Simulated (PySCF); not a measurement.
# Ti(OH)2: structure of the singlet

Aim: relax Ti(OH)2 as a singlet from a bent start, check by its vibrations whether the end is a minimum, and collect its spectrum and constants.

Method: PBE0, basis Ti def2-TZVP, O def2-TZVP, H def2-TZVP, no relativity, density fitting; program: PySCF 2.14.0.

**1. Starting geometry**

5 atoms, charge 0, spin multiplicity 1.

Bond lengths: Ti1–O2 1.990 Å, Ti1–O3 1.990 Å, O2–H4 0.960 Å, O3–H5 0.960 Å. Angles: O2–Ti1–O3 110.0°, Ti1–O2–H4 130.0°, Ti1–O3–H5 130.0°.

Coordinates in bohr (charge 0 multiplicity 1):
```
Ti    0.0000    0.0000    0.0000
O     3.0804    0.0000    2.1569
O    -3.0804    0.0000    2.1569
H     4.0357   -1.3897    2.8259
H    -4.0357    1.3897    2.8259
```

**2. The SCF at the typed geometry**

The steps below are one call of a driver around PySCF. For each, scf.py gives the equivalent set-up of the SCF; relaxations use the driver's own optimiser. After this first run the driver tries any further starts and a stability analysis.

Input file scf.py:

```python
from pyscf import gto, scf, dft
mol = gto.M(atom='''
Ti     0.000000     0.000000     0.000000
O      1.630100     0.000000     1.141400
O     -1.630100     0.000000     1.141400
H      2.135600    -0.735400     1.495400
H     -2.135600     0.735400     1.495400''',
    basis={'Ti': 'def2-TZVP', 'O': 'def2-TZVP', 'H': 'def2-TZVP'},
    charge=0, spin=0)
mf = dft.RKS(mol, xc='PBE0')
mf.grids.atom_grid = (50, 194)
aux = {'Ti': 'def2-universal-JKFIT', 'O': 'def2-universal-JKFIT', 'H': 'def2-universal-JKFIT'}
mf = mf.density_fit(auxbasis=aux)
mf.conv_tol = 1e-08
mf.diis_space = 10
mf.max_cycle = 60
mf.init_guess = 'minao'
mf.verbose = 4
mf.kernel()
```

Command:

```console
OMP_NUM_THREADS=4 python axn.py task.json out
```

The log of the run, cut to the lines that bear on the results:

```text
[... the frontier levels of the middle cycles are left out ...]
init E= -1000.49205298506
  HOMO = -0.158690336343056  LUMO = -0.12654820126918  gap/eV = 0.87463
cycle= 1 E= -1000.34223101784  delta_E= 0.15  |g|= 1.41  |ddm|= 1.74
  HOMO = -0.265596659757229  LUMO = -0.208663535455187  gap/eV = 1.54923
cycle= 2 E= -978.842691550992  delta_E= 21.5  |g|= 9.95  |ddm|=  3.8
  HOMO = -0.200573114941732  LUMO = -0.142345963005671  gap/eV = 1.58444
cycle= 3 E= -1000.04482347538  delta_E= -21.2  |g|= 2.07  |ddm|= 3.03
cycle= 4 E= -1000.74710240249  delta_E= -0.702  |g|= 0.547  |ddm|= 0.726
cycle= 5 E= -1000.78679444913  delta_E= -0.0397  |g|= 0.302  |ddm|= 0.344
cycle= 6 E= -1000.8035552337  delta_E= -0.0168  |g|= 0.0705  |ddm|= 0.187
cycle= 7 E= -1000.80478019972  delta_E= -0.00122  |g|= 0.0131  |ddm|= 0.0653
cycle= 8 E= -1000.80490971372  delta_E= -0.00013  |g|= 0.0103  |ddm|= 0.0328
cycle= 9 E= -1000.80506334222  delta_E= -0.000154  |g|= 0.0085  |ddm|= 0.0526
cycle= 10 E= -1000.80516835648  delta_E= -0.000105  |g|= 0.00261  |ddm|= 0.0543
cycle= 11 E= -1000.80519581016  delta_E= -2.75e-05  |g|= 0.00113  |ddm|= 0.0384
cycle= 12 E= -1000.80519775931  delta_E= -1.95e-06  |g|= 0.000133  |ddm|= 0.0107
cycle= 13 E= -1000.80519779641  delta_E= -3.71e-08  |g|= 6.28e-05  |ddm|= 0.00152
cycle= 14 E= -1000.80519780039  delta_E= -3.98e-09  |g|= 2.06e-05  |ddm|= 0.000295
  HOMO = -0.18001088655555  LUMO = -0.0943524777188453  gap/eV = 2.33088
Extra cycle  E= -1000.80519780225  delta_E= -1.86e-09  |g|= 2.12e-05  |ddm|= 0.000111
converged SCF energy = -1000.80519780225
```

This step, with its further starts and checks, took 8.8 s on 4 threads of Arm Neoverse V2, shared host.

The starts that the driver tried:

| start | energy (Eh) |
| --- | --- |
| the minimal-basis guess | -1000.805198 |
| a thermally smeared density | -1000.805198 |
| a smeared PBE density | -1000.805198 |

The test of internal stability and the other starts found no lower closed-shell solution.

**3. Relaxing the singlet from the bent start**

The program finds C2 symmetry in the start, which this walk keeps.

scf.py, as its differences from that of step 2:

```diff
@@ -3,5 +3,5 @@
-Ti     0.000000     0.000000     0.000000
-O      1.630100     0.000000     1.141400
-O     -1.630100     0.000000     1.141400
-H      2.135600    -0.735400     1.495400
-H     -2.135600     0.735400     1.495400''',
+Ti     0.000000     0.000000    -0.482315
+O      1.630100    -0.000000     0.659085
+O     -1.630100     0.000000     0.659085
+H      2.135600    -0.735400     1.013085
+H     -2.135600     0.735400     1.013085''',
@@ -17 +16,0 @@
-mf.init_guess = 'minao'
```

Steps of the walk:

| step | energy (Eh) | change (kJ/mol) | largest symmetric gradient (Eh/bohr) |
| --- | --- | --- | --- |
| 0 | -1000.805198 | 0.00 | 0.08418 |
| 1 | -1000.828286 | -60.62 | 0.04694 |
| 2 | -1000.834182 | -76.10 | 0.03167 |
| 3 | -1000.836846 | -83.09 | 0.00794 |
| 4 | -1000.837167 | -83.93 | 0.00245 |
| 5 | -1000.837672 | -85.26 | 0.01295 |
| 6 | -1000.838505 | -87.45 | 0.00691 |
| 7 | -1000.839008 | -88.77 | 0.01889 |
| 8 | -1000.839999 | -91.37 | 0.00586 |
| 9 | -1000.840605 | -92.96 | 0.00422 |
| 10 | -1000.841195 | -94.51 | 0.00825 |
| 11 | -1000.841575 | -95.51 | 0.00885 |
| 12 | -1000.841866 | -96.27 | 0.00252 |
| 13 | -1000.841999 | -96.62 | 0.00582 |
| 14 | -1000.842108 | -96.91 | 0.00223 |
| 15 | -1000.842180 | -97.10 | 0.00092 |
| 16 | -1000.842212 | -97.18 | 0.00072 |
| 17 | -1000.842249 | -97.28 | 0.00034 |
| 18 | -1000.842277 | -97.35 | 0.00043 |
| 19 | -1000.842293 | -97.39 | 0.00039 |
| 20 | -1000.842298 | -97.41 | 0.00025 |
| 21 | -1000.842298 | -97.41 | 0.00010 |

The walk took 29 s.

Geometry (Å) and forces (eV/Å) at some steps:

```
step 0
Ti   0.000   0.000  -0.482   0.000   0.000   4.329
O    1.630   0.000   0.659  -2.257   0.104  -2.104
O   -1.630   0.000   0.659   2.257  -0.104  -2.104
H    2.136  -0.735   1.013  -0.231   0.002  -0.060
H   -2.136   0.735   1.013   0.231  -0.002  -0.060
step 1
Ti   0.000   0.000  -0.393   0.000   0.000   2.414
O    1.599   0.005   0.604  -1.238  -0.384  -1.004
O   -1.599  -0.005   0.604   1.238   0.384  -1.004
H    2.084  -0.722   1.023  -0.373   0.424  -0.203
H   -2.084   0.722   1.023   0.373  -0.424  -0.203
step 11
Ti   0.000   0.000  -0.438   0.000   0.000  -0.068
O    1.512  -0.229   0.440   0.338  -0.257   0.455
O   -1.512   0.229   0.440  -0.338   0.257   0.455
H    2.017  -0.515   1.210  -0.287   0.225  -0.421
H   -2.017   0.515   1.210   0.287  -0.225  -0.421
step 21
Ti   0.000   0.000  -0.458   0.000   0.000  -0.001
O    1.490  -0.324   0.428  -0.004   0.003  -0.004
O   -1.490   0.324   0.428   0.004  -0.003  -0.004
H    1.992  -0.438   1.232   0.005   0.001   0.005
H   -1.992   0.438   1.232  -0.005  -0.001   0.005
```

It settles in C2v symmetry, 97.4 kJ/mol below the start, after 21 steps: O–H 0.954 Å (×2), Ti–O 1.764 Å (×2); H–O–Ti 152.8° (×2), O–Ti–O 119.7°.

**4. Vibrations and properties at this point**

The point is checked on the finer grid, and tightened if its gradient asks for it. The Hessian and the dipole derivatives come from central differences of analytic gradients, with steps of 0.02 bohr.

scf.py, as its differences from that of step 3:

```diff
@@ -3,5 +3,5 @@
-Ti     0.000000     0.000000    -0.482315
-O      1.630100    -0.000000     0.659085
-O     -1.630100     0.000000     0.659085
-H      2.135600    -0.735400     1.013085
-H     -2.135600     0.735400     1.013085''',
+Ti     0.000000     0.000000    -0.383006
+O      1.492121    -0.326437     0.498755
+O     -1.492121     0.326437     0.498755
+H      1.998170    -0.437147     1.300389
+H     -1.998170     0.437147     1.300389''',
@@ -11 +11 @@
-mf.grids.atom_grid = (50, 194)
+mf.grids.atom_grid = (75, 302)
@@ -14 +14 @@
-mf.conv_tol = 1e-08
+mf.conv_tol = 1e-10
```

The driver hands on the density of the step before, so the log starts near convergence.

SCF at the final geometry:

```text
init E= -1000.84228654134
  HOMO = -0.161689802066029  LUMO = -0.0739500191346021  gap/eV = 2.38752
cycle= 1 E= -1000.842286541  delta_E= 3.32e-10  |g|= 4.6e-05  |ddm|= 5.43e-05
  HOMO = -0.161676770966672  LUMO = -0.0739351757112359  gap/eV = 2.38757
cycle= 2 E= -1000.84228653751  delta_E= 3.49e-09  |g|= 0.000138  |ddm|= 0.000144
  HOMO = -0.161686182759674  LUMO = -0.073946075841229  gap/eV = 2.38753
cycle= 3 E= -1000.84228654145  delta_E= -3.93e-09  |g|= 3.69e-06  |ddm|= 0.000108
  HOMO = -0.161686274782376  LUMO = -0.0739462642196575  gap/eV = 2.38753
cycle= 4 E= -1000.84228654146  delta_E= -8.87e-12  |g|= 2.61e-06  |ddm|= 5.84e-06
  HOMO = -0.161685559878507  LUMO = -0.0739455633356459  gap/eV = 2.38753
Extra cycle  E= -1000.84228654145  delta_E= 5.91e-12  |g|= 4.67e-06  |ddm|= 1.01e-05
converged SCF energy = -1000.84228654145
```

The whole step took 38 s.

Geometry: C2v; O–H 0.954 Å (×2), Ti–O 1.764 Å (×2); H–O–Ti 152.9° (×2), O–Ti–O 120.0°.

Modes, for the most abundant isotopes:

| symmetry | ω (cm⁻¹) | IR (km/mol) | μ (u) |
| --- | --- | --- | --- |
| a1 | 152 | 2.4 | 3.55 |
| b1 | 301 | 323 | 1.26 |
| a2 | 312 | 0.0 | 1.11 |
| b2 | 365 | 162 | 1.16 |
| a1 | 451 | 78.6 | 1.38 |
| a1 | 759 | 177 | 8.00 |
| b2 | 811 | 181 | 9.81 |
| b2 | 3969 | 222 | 1.07 |
| a1 | 3972 | 347 | 1.07 |

No imaginary mode, so this is a minimum.

Constants and moments:

* Dipole moment: 0.84 D
* Highest occupied level: -4.40 eV
* Lowest empty level: -2.01 eV
* Rotational constants: 0.9162, 0.2029, 0.1661 cm⁻¹
* Zero-point energy: 66.3 kJ/mol
* Principal polarisabilities: 56.9, 62.7, 75.3 bohr³
* Atomisation energy without zero-point energy: 1732 kJ/mol
* Principal traceless quadrupole moments about the centre of mass: -9.01, 1.18, 7.82 D Å
* Entropy at 298.15 K and 1 bar: 288.7 J/(mol K)
* Heat capacity Cp at 298.15 K: 72.9 J/(mol K)
* Enthalpy at 298.15 K above 0 K: 15.79 kJ/mol
* Rotational symmetry number: 2

Populations by atom (charges in e):

| atom | Mulliken | Löwdin | polar tensor | Mayer order to Ti1 |
| --- | --- | --- | --- | --- |
| Ti1 | 0.80 | 0.21 | 1.24 | – |
| O2,3 | -0.74 | -0.27 | -1.00 | 1.12 |
| H4,5 | 0.34 | 0.17 | 0.38 | 0.01 |

Outer orbital energies (eV). occupied: -26.93, -14.36, -13.70, -9.76, -9.71, -9.70, -9.47, -4.40; empty: -2.01, -1.71, -0.42, -0.35.

Mulliken populations on Ti1: s 6.86, p 12.19, d 2.12, f 0.03.

**5. The broken-symmetry singlet**

A stability analysis found the closed shell of the lowest minimum unstable towards spin polarisation, so the unrestricted solution is followed.

The program finds C2v symmetry in the start, which may break.

scf.py, as its differences from that of step 4:

```diff
@@ -3,5 +3,5 @@
-Ti     0.000000     0.000000    -0.383006
-O      1.492121    -0.326437     0.498755
-O     -1.492121     0.326437     0.498755
-H      1.998170    -0.437147     1.300389
-H     -1.998170     0.437147     1.300389''',
+Ti    -0.000000    -0.000000    -0.385591
+O      1.492121    -0.326437     0.496169
+O     -1.492121     0.326437     0.496169
+H      1.998170    -0.437147     1.297803
+H     -1.998170     0.437147     1.297803''',
@@ -10,2 +10,2 @@
-mf = dft.RKS(mol, xc='PBE0')
-mf.grids.atom_grid = (75, 302)
+mf = dft.UKS(mol, xc='PBE0')
+mf.grids.atom_grid = (50, 194)
@@ -14 +14 @@
-mf.conv_tol = 1e-10
+mf.conv_tol = 1e-08
```

Steps of the walk:

| step | energy (Eh) | change (kJ/mol) | largest gradient (Eh/bohr) |
| --- | --- | --- | --- |
| 0 | -1000.862023 | 0.00 | 0.01728 |
| 1 | -1000.863899 | -4.93 | 0.00769 |
| 2 | -1000.866373 | -11.42 | 0.01576 |
| 3 | -1000.867297 | -13.85 | 0.01562 |
| 4 | -1000.868217 | -16.26 | 0.01030 |
| 5 | -1000.868749 | -17.66 | 0.00665 |
| 6 | -1000.868966 | -18.23 | 0.00361 |
| 7 | -1000.869076 | -18.52 | 0.00431 |
| 8 | -1000.869236 | -18.94 | 0.00308 |
| 9 | -1000.869372 | -19.29 | 0.00262 |
| 10 | -1000.869635 | -19.98 | 0.00704 |
| 11 | -1000.869784 | -20.38 | 0.00389 |
| 12 | -1000.869932 | -20.76 | 0.00395 |
| 13 | -1000.869985 | -20.90 | 0.00171 |
| 14 | -1000.870008 | -20.96 | 0.00168 |
| 15 | -1000.870024 | -21.00 | 0.00093 |
| 16 | -1000.870035 | -21.04 | 0.00053 |
| 17 | -1000.870040 | -21.05 | 0.00036 |
| 18 | -1000.870041 | -21.05 | 0.00037 |
| 19 | -1000.870041 | -21.05 | 0.00006 |

The walk took 97 s.

Geometry (Å) and forces (eV/Å) at some steps:

```
step 0
Ti   0.000   0.000  -0.386   0.000   0.000  -0.216
O    1.492  -0.326   0.496   0.889  -0.190   0.151
O   -1.492   0.326   0.496  -0.889   0.190   0.151
H    1.998  -0.437   1.298  -0.011   0.003  -0.043
H   -1.998   0.437   1.298   0.011  -0.003  -0.043
step 1
Ti   0.000   0.000  -0.362   0.000   0.000   0.278
O    1.530  -0.330   0.494   0.396  -0.085  -0.198
O   -1.530   0.330   0.494  -0.396   0.085  -0.198
H    2.042  -0.450   1.288   0.040  -0.005   0.059
H   -2.042   0.450   1.288  -0.040   0.005   0.059
step 10
Ti   0.000  -0.003   0.007  -0.003  -0.019  -0.091
O    1.706  -0.369   0.485   0.295  -0.060   0.294
O   -1.704   0.374   0.485  -0.362   0.098   0.353
H    2.414  -0.530   1.112  -0.204   0.045  -0.248
H   -2.416   0.528   1.112   0.274  -0.064  -0.308
step 19
Ti  -0.001  -0.002   0.142  -0.001  -0.002   0.000
O    1.729  -0.377   0.533  -0.003   0.000  -0.002
O   -1.729   0.381   0.532   0.002  -0.001   0.000
H    2.541  -0.556   0.997   0.002   0.000   0.002
H   -2.541   0.555   0.998  -0.001   0.002   0.000
```

After 19 steps and 21.1 kJ/mol it ends at C2v: O–H 0.952 Å (×2), Ti–O 1.812 Å (×2); H–O–Ti 163.2° (×2), O–Ti–O 155.1°.

**6. Hessian and properties**

The point was taken to the finer grid, but the Hessian ran out of time, so its nature is unknown.

**7. Outcome**

| quantity | value |
| --- | --- |
| minimum | singlet, C2v (closed shell, unstable towards spin polarisation) |
| geometry | O–H 0.954 Å (×2), Ti–O 1.764 Å (×2); H–O–Ti 152.9° (×2), O–Ti–O 120.0° |
| wavenumbers (cm⁻¹) | 152 (a1), 301 (b1), 312 (a2), 365 (b2), 451 (a1), 759 (a1), 811 (b2), 3969 (b2), 3972 (a1) |
| dipole moment | 0.84 D |
| highest occupied, lowest empty level | -4.40, -2.01 eV |
| polar-tensor charge of Ti1 | +1.24 e |
| zero-point energy | 66.3 kJ/mol |

**Reading.** From C2 at the start the molecule goes to a C2v minimum. The strongest infrared band lies at 3972 cm⁻¹ (a1). Only this shape and spin were tried, so other structures or states may lie lower. The closed shell proved unstable towards spin polarisation, so a lower open-shell solution exists.

The search up to here took 3.7 min on 4 threads of Arm Neoverse V2, shared host.
